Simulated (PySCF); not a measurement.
**C₂H₈GeSSi: core binding energies at several levels of theory**

Aim: compute the core binding energies of C₂H₈GeSSi (`C=[C]([GeH3])S[SiH3]`) at several levels, and see how far they spread and what each costs.

Programs: PySCF 2.14.0, with density-fitted response routines of our own. Each step states its level of theory. These are calculated values for one molecule in the gas phase, unless marked as measured. Atoms count from 0, in the outputs and in this text.

### Step 1. The starting structure

13 atoms, charge 0, multiplicity 1; geometry from: PBE0-D3(BJ)/def2-SVP.

Bonds of the start (Å): C0–C1 1.34, C1–Ge2 1.96, C1–S3 1.77, S3–Si4 2.15, C0–H5 1.09, C0–H6 1.10, Ge2–H7 1.54, Ge2–H8 1.54, Ge2–H9 1.54, Si4–H10 1.49, Si4–H11 1.49, Si4–H12 1.49.

### Step 2. X-ray photoelectron lines: SCAN, X2C

What the job is given:

```
{"job": {"kind": "xps"}, "charge": 0, "multiplicity": 1}
C     -0.352825     1.013320    -0.812008
C     -0.544862    -0.005053     0.038541
Ge    -2.350595    -0.647020     0.437236
S      0.705428    -0.910532     0.905115
Si     2.558674    -0.113967     0.154623
H     -1.205415     1.501081    -1.292766
H      0.635691     1.410537    -1.068537
H     -2.498484    -2.102902    -0.036008
H     -2.595785    -0.582745     1.954036
H     -3.343884     0.261095    -0.307780
H      2.717860     1.333088     0.487168
H      2.659376    -0.286355    -1.324799
H      3.598477    -0.920466     0.852485
```

Level: delta-SCF UKS SCAN, pcX-2 on the ionised atom, pcseg-1 elsewhere, spin-free X2C.

On the command line:

```bash
$ OMP_NUM_THREADS=1 python probes_run.py task.json out
```

This one command runs all jobs of the session in turn.

Output:

```text
ground state, core basis on atom 0 (C), 162 functions
  cycle   1  E = -2864.10968733  |g| = 3.65e-01
  cycle   2  E = -2864.07627930  |g| = 4.85e-01
  cycle   3  E = -2864.14424229  |g| = 8.36e-02
  cycle   4  E = -2864.14620127  |g| = 3.81e-02
  cycle   5  E = -2864.14666842  |g| = 1.09e-02
  cycle   6  E = -2864.14669576  |g| = 5.81e-03
  cycle   7  E = -2864.14670629  |g| = 1.92e-03
  cycle   8  E = -2864.14670504  |g| = 2.80e-04
  E(ground) = -2864.32728392 Eh
hole in C 1s of atom 0
  cycle   1  E = -2852.88989129  |g| = 1.51e+00
  cycle   2  E = -2851.48978317  |g| = 2.12e+00
  cycle   3  E = -2853.24500169  |g| = 6.19e-01
  cycle   4  E = -2853.31118709  |g| = 5.44e-01
  cycle   5  E = -2853.48607177  |g| = 8.80e-02
  cycle   6  E = -2853.48819694  |g| = 4.96e-02
  cycle   7  E = -2853.48977282  |g| = 1.17e-02
  cycle   8  E = -2853.48987863  |g| = 3.29e-03
  cycle   9  E = -2853.48989316  |g| = 1.96e-03
  cycle  10  E = -2853.48989611  |g| = 9.36e-04
  cycle  11  E = -2853.48989945  |g| = 3.77e-04
  E(ion) = -2853.67010817 Eh   <S^2> = 0.7819   hole on atom = 1.000   binding energy = 289.997 eV
ground state, core basis on atom 1 (C), 162 functions
  cycle   1  E = -2864.14864780  |g| = 6.17e-02
  cycle   2  E = -2864.14791079  |g| = 5.78e-02
  cycle   3  E = -2864.14827232  |g| = 4.49e-02
  cycle   4  E = -2864.14884037  |g| = 8.30e-03
  cycle   5  E = -2864.14886082  |g| = 1.26e-03
  cycle   6  E = -2864.14886210  |g| = 3.85e-04
  E(ground) = -2864.32931984 Eh
hole in C 1s of atom 1
  cycle   1  E = -2852.85175359  |g| = 1.52e+00
  cycle   2  E = -2850.67787760  |g| = 2.49e+00
  cycle   3  E = -2853.31633271  |g| = 4.56e-01
  cycle   4  E = -2853.17288495  |g| = 6.32e-01
  cycle   5  E = -2853.42304474  |g| = 2.36e-01
  cycle   6  E = -2853.45780456  |g| = 3.99e-02
  cycle   7  E = -2853.45905938  |g| = 1.67e-02
  cycle   8  E = -2853.45943927  |g| = 1.03e-02
  cycle   9  E = -2853.45970624  |g| = 7.86e-03
  cycle  10  E = -2853.45997497  |g| = 5.97e-03
  cycle  11  E = -2853.46002980  |g| = 2.38e-03
  cycle  12  E = -2853.46003367  |g| = 1.33e-03
  cycle  13  E = -2853.46003489  |g| = 3.80e-04
  E(ion) = -2853.64059154 Eh   <S^2> = 0.8705   hole on atom = 1.000   binding energy = 290.855 eV
ground state, core basis on atom 3 (S), 173 functions
  cycle   1  E = -2864.29367198  |g| = 4.04e-01
  cycle   2  E = -2864.29353297  |g| = 4.22e-02
  cycle   3  E = -2864.29256551  |g| = 7.24e-02
  cycle   4  E = -2864.29395759  |g| = 1.08e-02
  cycle   5  E = -2864.29397777  |g| = 7.25e-03
  cycle   6  E = -2864.29398964  |g| = 1.44e-03
  cycle   7  E = -2864.29399308  |g| = 1.65e-04
  E(ground) = -2864.46041004 Eh
hole in S 1s of atom 3
  cycle   1  E = -2772.04787191  |g| = 5.08e+00
  cycle   2  E = -2771.82170905  |g| = 2.40e+00
  cycle   3  E = -2771.45882302  |g| = 1.66e+00
  cycle   4  E = -2773.15221396  |g| = 4.40e-01
  cycle   5  E = -2773.22323540  |g| = 3.15e-01
  cycle   6  E = -2773.27676694  |g| = 8.47e-02
  cycle   7  E = -2773.27868884  |g| = 5.07e-02
  cycle   8  E = -2773.28011964  |g| = 6.90e-03
  cycle   9  E = -2773.28014537  |g| = 2.19e-03
  cycle  10  E = -2773.28014584  |g| = 6.18e-04
  cycle  11  E = -2773.28014787  |g| = 1.75e-04
  E(ion) = -2773.43755686 Eh   <S^2> = 0.7515   hole on atom = 1.000   binding energy = 2476.858 eV
hole in S 2p of atom 3
  cycle   1  E = -2857.59984296  |g| = 1.53e+00
  cycle   2  E = -2857.07232823  |g| = 1.56e+00
  cycle   3  E = -2857.81102283  |g| = 6.23e-01
  cycle   4  E = -2858.01138337  |g| = 2.90e-01
  cycle   5  E = -2858.05048489  |g| = 1.25e-01
  cycle   6  E = -2858.05787050  |g| = 4.14e-02
  cycle   7  E = -2858.05880448  |g| = 1.14e-02
  cycle   8  E = -2858.05888327  |g| = 1.93e-03
  cycle   9  E = -2858.05888747  |g| = 9.82e-04
  cycle  10  E = -2858.05888860  |g| = 3.66e-04
  E(ion) = -2858.22984242 Eh   <S^2> = 0.7545   hole on atom = 1.001   binding energy = 169.542 eV
  2p3/2 = 168.982 eV   2p1/2 = 170.223 eV
ground state, core basis on atom 4 (Si), 173 functions
  cycle   1  E = -2864.23868993  |g| = 2.88e-01
  cycle   2  E = -2864.23848939  |g| = 4.74e-02
  cycle   3  E = -2864.23762979  |g| = 6.51e-02
  cycle   4  E = -2864.23892116  |g| = 1.39e-02
  cycle   5  E = -2864.23896619  |g| = 4.94e-03
  cycle   6  E = -2864.23897758  |g| = 8.83e-04
  cycle   7  E = -2864.23897519  |g| = 1.52e-04
  E(ground) = -2864.37812104 Eh
hole in Si 1s of atom 4
  cycle   1  E = -2795.28606583  |g| = 4.35e+00
  cycle   2  E = -2793.74167745  |g| = 2.68e+00
  cycle   3  E = -2788.26085727  |g| = 2.36e+00
  cycle   4  E = -2794.79223663  |g| = 1.35e+00
  cycle   5  E = -2796.24968652  |g| = 4.04e-01
  cycle   6  E = -2796.29422073  |g| = 2.91e-01
  cycle   7  E = -2796.34608954  |g| = 1.09e-01
  cycle   8  E = -2796.35289740  |g| = 4.62e-02
  cycle   9  E = -2796.35401173  |g| = 1.55e-02
  cycle  10  E = -2796.35416439  |g| = 5.48e-03
  cycle  11  E = -2796.35418489  |g| = 1.47e-03
  cycle  12  E = -2796.35418604  |g| = 5.15e-04
  cycle  13  E = -2796.35418964  |g| = 3.11e-04
  E(ion) = -2796.50189024 Eh   <S^2> = 0.7528   hole on atom = 1.000   binding energy = 1847.006 eV
hole in Si 2p of atom 4
  cycle   1  E = -2859.94486988  |g| = 1.23e+00
  cycle   2  E = -2859.34225330  |g| = 1.40e+00
  cycle   3  E = -2860.11637028  |g| = 4.67e-01
  cycle   4  E = -2860.24944658  |g| = 2.18e-01
  cycle   5  E = -2860.26616034  |g| = 1.44e-01
  cycle   6  E = -2860.27796358  |g| = 2.86e-02
  cycle   7  E = -2860.27841374  |g| = 1.07e-02
  cycle   8  E = -2860.27847819  |g| = 3.60e-03
  cycle   9  E = -2860.27848450  |g| = 1.14e-03
  cycle  10  E = -2860.27848604  |g| = 3.95e-04
  E(ion) = -2860.42932491 Eh   <S^2> = 0.7529   hole on atom = 1.002   binding energy = 107.452 eV
  2p3/2 = 107.208 eV   2p1/2 = 107.833 eV
```

Wall time 40 s (1 thread of Arm Neoverse V1, shared host); peak memory 0.69 GiB.

The holes in one table. −ε is the ground-state orbital energy:

```tsv
hole	stands for	environment	ΔSCF (eV; 2p as the shell's mean)	−ε (eV)	⟨S²⟩
C1s on C0	C0	terminal =CH2 carbon	290.00	274.0	0.782
C1s on C1	C1	fully substituted alkene carbon	290.86 (doubtful)	275.0	0.870
S1s on S3	S3	sulfur bonded to C, Si	2476.86	2415.2	0.751
S2p on S3	S3	sulfur bonded to C, Si	169.40	158.3	0.755
Si1s on Si4	Si4	silicon bonded to S, 3 H	1847.01	1794.1	0.753
Si2p on Si4	Si4	silicon bonded to S, 3 H	107.42	96.9	0.753
```

Doubtful: the ion did not converge, its hole moved, or its ⟨S²⟩ is well above 0.75.

With the spin-orbit splitting: S3 2p3/2 168.98, 2p1/2 170.22 eV; Si4 2p3/2 107.21, 2p1/2 107.83 eV. The table gives each 2p level as the mean over the whole 2p shell (two parts 2p3/2, one part 2p1/2), which differs a little from the single hole in the log.

### Step 3. Core-electron binding energies: B3LYP, X2C

Same as in step 2 but for these lines:

```diff
@@ -1,2 +1,2 @@
-{"job": {"kind": "xps"}, "charge": 0, "multiplicity": 1}
+{"job": {"kind": "xps", "xc": "B3LYP"}, "charge": 0, "multiplicity": 1}
 C     -0.352825     1.013320    -0.812008
```

With the program's defaults for keys left out, this is: delta-SCF UKS B3LYP, pcX-2 on the ionised atom, pcseg-1 elsewhere, spin-free X2C.

Output:

```text
ground state, core basis on atom 0 (C), 162 functions
  cycle   1  E = -2864.27470626  |g| = 3.18e-01
  cycle   2  E = -2864.26472843  |g| = 3.66e-01
  cycle   3  E = -2864.30220099  |g| = 6.12e-02
  cycle   4  E = -2864.30307188  |g| = 3.06e-02
  cycle   5  E = -2864.30335740  |g| = 9.16e-03
  cycle   6  E = -2864.30337797  |g| = 3.34e-03
  cycle   7  E = -2864.30338389  |g| = 4.20e-04
  E(ground) = -2864.30669757 Eh
hole in C 1s of atom 0
  cycle   1  E = -2853.05010324  |g| = 1.52e+00
  cycle   2  E = -2851.97914735  |g| = 2.01e+00
  cycle   3  E = -2853.49952895  |g| = 4.79e-01
  cycle   4  E = -2853.54095618  |g| = 4.13e-01
  cycle   5  E = -2853.63935914  |g| = 6.96e-02
  cycle   6  E = -2853.64115646  |g| = 2.88e-02
  cycle   7  E = -2853.64171561  |g| = 3.69e-03
  cycle   8  E = -2853.64173050  |g| = 1.21e-03
  cycle   9  E = -2853.64173142  |g| = 6.49e-04
  cycle  10  E = -2853.64173375  |g| = 1.83e-04
  E(ion) = -2853.64503732 Eh   <S^2> = 0.7674   hole on atom = 1.000   binding energy = 290.119 eV
ground state, core basis on atom 1 (C), 162 functions
  cycle   1  E = -2864.30464156  |g| = 4.42e-02
  cycle   2  E = -2864.30435661  |g| = 3.87e-02
  cycle   3  E = -2864.30457004  |g| = 2.60e-02
  cycle   4  E = -2864.30474265  |g| = 3.29e-03
  cycle   5  E = -2864.30474711  |g| = 2.06e-04
  E(ground) = -2864.30802494 Eh
hole in C 1s of atom 1
  cycle   1  E = -2853.01725774  |g| = 1.53e+00
  cycle   2  E = -2851.64972045  |g| = 2.24e+00
  cycle   3  E = -2853.53991007  |g| = 3.90e-01
  cycle   4  E = -2853.59708653  |g| = 1.90e-01
  cycle   5  E = -2853.61295628  |g| = 5.98e-02
  cycle   6  E = -2853.61498947  |g| = 1.81e-02
  cycle   7  E = -2853.61523505  |g| = 4.61e-03
  cycle   8  E = -2853.61529275  |g| = 2.69e-03
  cycle   9  E = -2853.61532479  |g| = 1.58e-03
  cycle  10  E = -2853.61534048  |g| = 6.26e-04
  cycle  11  E = -2853.61534069  |g| = 2.15e-04
  E(ion) = -2853.61865226 Eh   <S^2> = 0.7860   hole on atom = 1.000   binding energy = 290.873 eV
ground state, core basis on atom 3 (S), 173 functions
  cycle   1  E = -2864.43779674  |g| = 2.23e-01
  cycle   2  E = -2864.43782951  |g| = 4.46e-02
  cycle   3  E = -2864.43770793  |g| = 4.07e-02
  cycle   4  E = -2864.43804222  |g| = 1.25e-02
  cycle   5  E = -2864.43807840  |g| = 2.86e-03
  cycle   6  E = -2864.43808332  |g| = 6.95e-04
  cycle   7  E = -2864.43807948  |g| = 8.21e-05
  E(ground) = -2864.44142844 Eh
hole in S 1s of atom 3
  cycle   1  E = -2772.27507228  |g| = 5.14e+00
  cycle   2  E = -2772.35579132  |g| = 2.30e+00
  cycle   3  E = -2772.65089921  |g| = 1.21e+00
  cycle   4  E = -2773.37429924  |g| = 4.44e-01
  cycle   5  E = -2773.46396051  |g| = 2.47e-01
  cycle   6  E = -2773.49277043  |g| = 5.51e-02
  cycle   7  E = -2773.49406864  |g| = 2.44e-02
  cycle   8  E = -2773.49440357  |g| = 1.22e-03
  cycle   9  E = -2773.49440493  |g| = 5.65e-04
  cycle  10  E = -2773.49440697  |g| = 1.18e-04
  E(ion) = -2773.49773146 Eh   <S^2> = 0.7516   hole on atom = 1.000   binding energy = 2474.704 eV
hole in S 2p of atom 3
  cycle   1  E = -2857.77496273  |g| = 1.52e+00
  cycle   2  E = -2857.51802932  |g| = 1.39e+00
  cycle   3  E = -2858.10914178  |g| = 4.25e-01
  cycle   4  E = -2858.19414756  |g| = 2.16e-01
  cycle   5  E = -2858.21625065  |g| = 7.32e-02
  cycle   6  E = -2858.21883763  |g| = 1.97e-02
  cycle   7  E = -2858.21906361  |g| = 1.64e-03
  cycle   8  E = -2858.21911996  |g| = 3.70e-03
  cycle   9  E = -2858.21928079  |g| = 2.23e-02
  cycle  10  E = -2858.21928084  |g| = 2.24e-02
  cycle  11  E = -2858.21921374  |g| = 1.30e-02
  cycle  12  E = -2858.21922504  |g| = 1.36e-02
  cycle  13  E = -2858.21920967  |g| = 1.13e-02
  cycle  14  E = -2858.21762464  |g| = 9.27e-02
  cycle  15  E = -2858.20348341  |g| = 2.47e-01
  cycle  16  E = -2858.21846655  |g| = 7.10e-02
  cycle  17  E = -2858.21909581  |g| = 6.49e-03
  cycle  18  E = -2858.21906723  |g| = 3.51e-03
  cycle  19  E = -2858.21907058  |g| = 3.86e-03
  cycle  20  E = -2858.21908337  |g| = 4.52e-03
  cycle  21  E = -2858.21908187  |g| = 4.81e-03
  cycle  22  E = -2858.21908000  |g| = 4.95e-03
  cycle  23  E = -2858.21907217  |g| = 5.04e-03
  cycle  24  E = -2858.21906912  |g| = 4.97e-03
  cycle  25  E = -2858.21921403  |g| = 1.63e-02
  cycle  26  E = -2858.21906309  |g| = 4.84e-03
  cycle  27  E = -2858.21923230  |g| = 1.32e-02
  cycle  28  E = -2858.21907686  |g| = 6.57e-03
  cycle  29  E = -2858.21907520  |g| = 6.64e-03
  cycle  30  E = -2858.21907349  |g| = 6.85e-03
  cycle  31  E = -2858.21907643  |g| = 6.99e-03
  cycle  32  E = -2858.21907577  |g| = 7.68e-03
  cycle  33  E = -2858.21907294  |g| = 5.62e-03
  cycle  34  E = -2858.21907373  |g| = 5.24e-03
  cycle  35  E = -2858.21907336  |g| = 3.39e-03
  cycle  36  E = -2858.21907325  |g| = 1.76e-03
  cycle  37  E = -2858.21911086  |g| = 1.51e-03
  cycle  38  E = -2858.21906397  |g| = 1.02e-03
  cycle  39  E = -2858.21906489  |g| = 6.17e-04
  cycle  40  E = -2858.21906299  |g| = 1.63e-04
  E(ion) = -2858.22243530 Eh   <S^2> = 0.7530   hole on atom = 1.001   binding energy = 169.227 eV
  2p3/2 = 168.718 eV   2p1/2 = 169.944 eV
ground state, core basis on atom 4 (Si), 173 functions
  cycle   1  E = -2864.36784356  |g| = 1.64e-01
  cycle   2  E = -2864.36790753  |g| = 3.62e-02
  cycle   3  E = -2864.36786335  |g| = 2.84e-02
  cycle   4  E = -2864.36800240  |g| = 1.36e-02
  cycle   5  E = -2864.36805079  |g| = 1.61e-03
  cycle   6  E = -2864.36805105  |g| = 2.40e-04
  E(ground) = -2864.37155904 Eh
hole in Si 1s of atom 4
  cycle   1  E = -2795.45426414  |g| = 4.39e+00
  cycle   2  E = -2795.39925838  |g| = 2.19e+00
  cycle   3  E = -2796.03239237  |g| = 8.67e-01
  cycle   4  E = -2796.43312412  |g| = 4.13e-01
  cycle   5  E = -2796.51689899  |g| = 2.15e-01
  cycle   6  E = -2796.54098627  |g| = 4.55e-02
  cycle   7  E = -2796.54197381  |g| = 1.35e-02
  cycle   8  E = -2796.54207721  |g| = 4.09e-03
  cycle   9  E = -2796.54208594  |g| = 8.39e-04
  cycle  10  E = -2796.54208599  |g| = 3.03e-04
  E(ion) = -2796.54557613 Eh   <S^2> = 0.7520   hole on atom = 1.000   binding energy = 1845.639 eV
hole in Si 2p of atom 4
  cycle   1  E = -2860.08273207  |g| = 1.23e+00
  cycle   2  E = -2859.86853536  |g| = 1.16e+00
  cycle   3  E = -2860.34848605  |g| = 3.20e-01
  cycle   4  E = -2860.40789305  |g| = 1.48e-01
  cycle   5  E = -2860.41719022  |g| = 8.25e-02
  cycle   6  E = -2860.42084135  |g| = 1.18e-02
  cycle   7  E = -2860.42091865  |g| = 3.16e-03
  cycle   8  E = -2860.42092480  |g| = 1.12e-03
  cycle   9  E = -2860.42092567  |g| = 4.45e-04
  E(ion) = -2860.42449199 Eh   <S^2> = 0.7533   hole on atom = 1.002   binding energy = 107.405 eV
  2p3/2 = 107.158 eV   2p1/2 = 107.778 eV
```

Run time: 81 s. Hardware: 1 thread of Arm Neoverse V1, shared host; peak memory 0.71 GiB.

The holes in one table. −ε is the ground-state orbital energy:

```tsv
hole	stands for	environment	ΔSCF (eV; 2p as the shell's mean)	−ε (eV)	⟨S²⟩
C1s on C0	C0	terminal =CH2 carbon	290.12	277.3	0.767
C1s on C1	C1	fully substituted alkene carbon	290.87	278.2	0.786
S1s on S3	S3	sulfur bonded to C, Si	2474.70	2425.3	0.752
S2p on S3	S3	sulfur bonded to C, Si	169.13	160.5	0.753
Si1s on Si4	Si4	silicon bonded to S, 3 H	1845.64	1803.6	0.752
Si2p on Si4	Si4	silicon bonded to S, 3 H	107.36	99.5	0.753
```

With the spin-orbit splitting: S3 2p3/2 168.72, 2p1/2 169.94 eV; Si4 2p3/2 107.16, 2p1/2 107.78 eV. The table gives each 2p level as the mean over the whole 2p shell (two parts 2p3/2, one part 2p1/2), which differs a little from the single hole in the log.

### Step 4. Core holes by ΔSCF: PBE0, X2C

Same as in step 3 but for these lines:

```diff
@@ -1,2 +1,2 @@
-{"job": {"kind": "xps", "xc": "B3LYP"}, "charge": 0, "multiplicity": 1}
+{"job": {"kind": "xps", "xc": "PBE0"}, "charge": 0, "multiplicity": 1}
 C     -0.352825     1.013320    -0.812008
```

Level: delta-SCF UKS PBE0, pcX-2 on the ionised atom, pcseg-1 elsewhere, spin-free X2C.

Output:

```text
ground state, core basis on atom 0 (C), 162 functions
  cycle   1  E = -2863.55391315  |g| = 2.79e-01
  cycle   2  E = -2863.55269265  |g| = 2.89e-01
  cycle   3  E = -2863.57578752  |g| = 5.25e-02
  cycle   4  E = -2863.57636664  |g| = 2.83e-02
  cycle   5  E = -2863.57660472  |g| = 6.94e-03
  cycle   6  E = -2863.57661797  |g| = 2.48e-03
  cycle   7  E = -2863.57661620  |g| = 3.31e-04
  E(ground) = -2863.57915028 Eh
hole in C 1s of atom 0
  cycle   1  E = -2852.34255012  |g| = 1.52e+00
  cycle   2  E = -2851.47843721  |g| = 1.88e+00
  cycle   3  E = -2852.81202469  |g| = 4.45e-01
  cycle   4  E = -2852.86435025  |g| = 3.41e-01
  cycle   5  E = -2852.93190387  |g| = 6.58e-02
  cycle   6  E = -2852.93366641  |g| = 2.23e-02
  cycle   7  E = -2852.93401911  |g| = 3.62e-03
  cycle   8  E = -2852.93404129  |g| = 1.54e-03
  cycle   9  E = -2852.93404638  |g| = 7.76e-04
  cycle  10  E = -2852.93404812  |g| = 2.18e-04
  E(ion) = -2852.93658712 Eh   <S^2> = 0.7743   hole on atom = 1.000   binding energy = 289.599 eV
ground state, core basis on atom 1 (C), 162 functions
  cycle   1  E = -2863.57907230  |g| = 6.02e-02
  cycle   2  E = -2863.57881001  |g| = 3.82e-02
  cycle   3  E = -2863.57884697  |g| = 3.63e-02
  cycle   4  E = -2863.57919090  |g| = 1.54e-03
  cycle   5  E = -2863.57918828  |g| = 2.53e-04
  E(ground) = -2863.58168041 Eh
hole in C 1s of atom 1
  cycle   1  E = -2852.30666060  |g| = 1.53e+00
  cycle   2  E = -2851.17552414  |g| = 2.10e+00
  cycle   3  E = -2852.83106977  |g| = 3.88e-01
  cycle   4  E = -2852.88874646  |g| = 1.78e-01
  cycle   5  E = -2852.90214482  |g| = 6.18e-02
  cycle   6  E = -2852.90446911  |g| = 1.51e-02
  cycle   7  E = -2852.90468737  |g| = 5.56e-03
  cycle   8  E = -2852.90480891  |g| = 3.58e-03
  cycle   9  E = -2852.90489140  |g| = 2.05e-03
  cycle  10  E = -2852.90491456  |g| = 7.52e-04
  cycle  11  E = -2852.90491502  |g| = 2.57e-04
  E(ion) = -2852.90744694 Eh   <S^2> = 0.8086   hole on atom = 1.000   binding energy = 290.461 eV
ground state, core basis on atom 3 (S), 173 functions
  cycle   1  E = -2863.71222023  |g| = 2.78e-01
  cycle   2  E = -2863.71221203  |g| = 4.04e-02
  cycle   3  E = -2863.71196848  |g| = 4.60e-02
  cycle   4  E = -2863.71245554  |g| = 1.03e-02
  cycle   5  E = -2863.71248091  |g| = 2.39e-03
  cycle   6  E = -2863.71248187  |g| = 4.89e-04
  E(ground) = -2863.71515543 Eh
hole in S 1s of atom 3
  cycle   1  E = -2771.57084537  |g| = 5.14e+00
  cycle   2  E = -2771.81853090  |g| = 2.15e+00
  cycle   3  E = -2772.17457484  |g| = 1.04e+00
  cycle   4  E = -2772.69765794  |g| = 3.93e-01
  cycle   5  E = -2772.77223664  |g| = 1.91e-01
  cycle   6  E = -2772.78938547  |g| = 4.06e-02
  cycle   7  E = -2772.79013517  |g| = 1.66e-02
  cycle   8  E = -2772.79029079  |g| = 8.15e-04
  cycle   9  E = -2772.79029118  |g| = 3.56e-04
  E(ion) = -2772.79292819 Eh   <S^2> = 0.7516   hole on atom = 1.000   binding energy = 2474.120 eV
hole in S 2p of atom 3
  cycle   1  E = -2857.05505777  |g| = 1.52e+00
  cycle   2  E = -2856.90785176  |g| = 1.28e+00
  cycle   3  E = -2857.41241363  |g| = 3.78e-01
  cycle   4  E = -2857.48131306  |g| = 1.82e-01
  cycle   5  E = -2857.49707655  |g| = 5.92e-02
  cycle   6  E = -2857.49877833  |g| = 1.54e-02
  cycle   7  E = -2857.49891420  |g| = 1.39e-03
  cycle   8  E = -2857.49891599  |g| = 4.97e-04
  E(ion) = -2857.50159614 Eh   <S^2> = 0.7534   hole on atom = 1.001   binding energy = 169.080 eV
  2p3/2 = 168.574 eV   2p1/2 = 169.796 eV
ground state, core basis on atom 4 (Si), 173 functions
  cycle   1  E = -2863.64089983  |g| = 2.08e-01
  cycle   2  E = -2863.64091862  |g| = 2.84e-02
  cycle   3  E = -2863.64080068  |g| = 3.08e-02
  cycle   4  E = -2863.64102601  |g| = 9.99e-03
  cycle   5  E = -2863.64105218  |g| = 1.11e-03
  cycle   6  E = -2863.64105106  |g| = 9.72e-05
  E(ground) = -2863.64372609 Eh
hole in Si 1s of atom 4
  cycle   1  E = -2794.75826835  |g| = 4.38e+00
  cycle   2  E = -2794.93669026  |g| = 2.01e+00
  cycle   3  E = -2795.48257332  |g| = 7.43e-01
  cycle   4  E = -2795.77041744  |g| = 3.42e-01
  cycle   5  E = -2795.83150330  |g| = 1.61e-01
  cycle   6  E = -2795.84506187  |g| = 3.15e-02
  cycle   7  E = -2795.84554782  |g| = 8.29e-03
  cycle   8  E = -2795.84558683  |g| = 2.57e-03
  cycle   9  E = -2795.84559019  |g| = 5.72e-04
  cycle  10  E = -2795.84559101  |g| = 2.53e-04
  E(ion) = -2795.84823893 Eh   <S^2> = 0.7521   hole on atom = 1.000   binding energy = 1844.809 eV
hole in Si 2p of atom 4
  cycle   1  E = -2859.36858312  |g| = 1.22e+00
  cycle   2  E = -2859.26331717  |g| = 1.05e+00
  cycle   3  E = -2859.65034779  |g| = 2.81e-01
  cycle   4  E = -2859.69670969  |g| = 1.23e-01
  cycle   5  E = -2859.70335302  |g| = 6.51e-02
  cycle   6  E = -2859.70561606  |g| = 8.45e-03
  cycle   7  E = -2859.70565900  |g| = 2.33e-03
  cycle   8  E = -2859.70566240  |g| = 9.45e-04
  cycle   9  E = -2859.70566231  |g| = 3.88e-04
  E(ion) = -2859.70837276 Eh   <S^2> = 0.7541   hole on atom = 1.002   binding energy = 107.086 eV
  2p3/2 = 106.841 eV   2p1/2 = 107.459 eV
```

Run time: 59 s. Hardware: 1 thread of Arm Neoverse V1, shared host; peak memory 0.82 GiB.

Binding energies by hole, beside the orbital energy of the ground state; the difference holds orbital relaxation and, for a density functional, its self-interaction error:

```tsv
hole	stands for	environment	ΔSCF (eV; 2p as the shell's mean)	−ε (eV)	⟨S²⟩
C1s on C0	C0	terminal =CH2 carbon	289.60	278.7	0.774
C1s on C1	C1	fully substituted alkene carbon	290.46	279.8	0.809
S1s on S3	S3	sulfur bonded to C, Si	2474.12	2430.0	0.752
S2p on S3	S3	sulfur bonded to C, Si	168.98	161.7	0.753
Si1s on Si4	Si4	silicon bonded to S, 3 H	1844.81	1807.4	0.752
Si2p on Si4	Si4	silicon bonded to S, 3 H	107.05	100.2	0.754
```

With the spin-orbit splitting: S3 2p3/2 168.57, 2p1/2 169.80 eV; Si4 2p3/2 106.84, 2p1/2 107.46 eV. The table gives each 2p level as the mean over the whole 2p shell (two parts 2p3/2, one part 2p1/2), which differs a little from the single hole in the log.

(Part 1 of 3 ends here.)
